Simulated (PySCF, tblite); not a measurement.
# C3H13BGe2: geometry, infrared bands and NMR shifts

Wanted: the infrared bands and NMR shifts of C3H13BGe2 (`[BH2][Ge@@H]([CH2]C)[CH2][GeH3]`), by calculation.

Programs: tblite 0.8.0 and PySCF 2.14.0, with density-fitted response routines of our own. Each step states its level of theory. These are calculated values for one molecule in the gas phase, unless marked as measured. Atoms are numbered from 0 throughout.

### Step 1. The molecule as given

19 atoms, charge 0, multiplicity 1; geometry from: force field or distance geometry start.

Bonds of the start (Å): B0–Ge1 2.01, Ge1–C2 1.97, C2–C3 1.51, Ge1–C4 1.95, C4–Ge5 1.94, B0–H6 1.19, B0–H7 1.19, Ge1–H8 1.54, C2–H9 1.10, C2–H10 1.11, C3–H11 1.12, C3–H12 1.12, C3–H13 1.11, C4–H14 1.10, C4–H15 1.11, Ge5–H16 1.54, Ge5–H17 1.56, Ge5–H18 1.56.

### Step 2. Optimising the geometry with GFN2-xTB

Job settings and geometry (Å):

```
{"job": {"kind": "relax", "xc": "GFN2-xTB", "basis": "xTB"}, "charge": 0, "multiplicity": 1}
B     -0.094500     2.608200    -0.144200
Ge     0.378300     0.753500    -0.760000
C      1.522600    -0.098200     0.601200
C      1.868300    -1.508100     0.178400
C     -1.235900    -0.294300    -1.044200
Ge    -2.199900    -0.537100     0.620600
H     -0.782400     3.297500    -0.829000
H      0.279100     3.010900     0.908300
H      1.176200     0.841400    -2.079900
H      2.437500     0.502400     0.716500
H      0.972500    -0.110200     1.567100
H      0.946300    -2.136400     0.106400
H      2.528400    -1.967000     0.962600
H      2.403100    -1.512200    -0.791700
H     -0.966900    -1.275500    -1.465800
H     -1.887900     0.243600    -1.761200
H     -3.514200    -1.296600     0.352600
H     -1.324700    -1.363500     1.606700
H     -2.515900     0.851000     1.248200
```

On the command line:

```
$ OMP_NUM_THREADS=1 python probes_run.py task.json out
```

This one command runs all jobs of the session in turn.

**Question.** This job is followed by: GFN2-xTB harmonic vibrations, gas phase; GIAO PBE0/pcSseg-1 NMR shielding, non-relativistic, gas phase. What will the session give for the following? strongest single infrared mode (GFN2-xTB); zero-point energy (GFN2-xTB); 13C shifts against TMS (PBE0/pcSseg-1); 1H shifts against TMS (PBE0/pcSseg-1, means over atoms taken as alike); 11B shifts against BF3·OEt2 (PBE0/pcSseg-1); 73Ge shifts against GeMe4 (PBE0/pcSseg-1).

**Answer**, as computed:

| quantity | value |
| --- | --- |
| strongest single infrared mode (GFN2-xTB) | 1844 cm⁻¹, 587 km/mol |
| zero-point energy (GFN2-xTB) | 87.6 kcal/mol |
| 13C shifts against TMS (PBE0/pcSseg-1) | 11.9, 7.9, -12.6 ppm |
| 1H shifts against TMS (PBE0/pcSseg-1, means over atoms taken as alike) | 11.27, 4.33, 3.68, 1.22, 1.10, 0.83, 0.27, 0.02 ppm |
| 11B shifts against BF3·OEt2 (PBE0/pcSseg-1) | 122.3 ppm |
| 73Ge shifts against GeMe4 (PBE0/pcSseg-1) | -140, -239 ppm |

In words: The optimisation took 174 steps and gained 0.263 eV; among the close pairs (by a distance rule), Ge5–H17 changed most, from 1.556 to 1.495 Å. No mode is imaginary among the 51: a minimum at this level. The strongest single mode, at 1844 cm⁻¹, moves mainly H8. Unscaled tight-binding wavenumbers are off by several per cent, some by more. Its intensities can rank the bands wrongly. At PBE0/pcSseg-1: The widest tensor belongs to B0: span 310 ppm, with a paramagnetic part of -216 ppm. Spin-orbit coupling is left out, which matters for shieldings and couplings at and beside the heavy atoms.
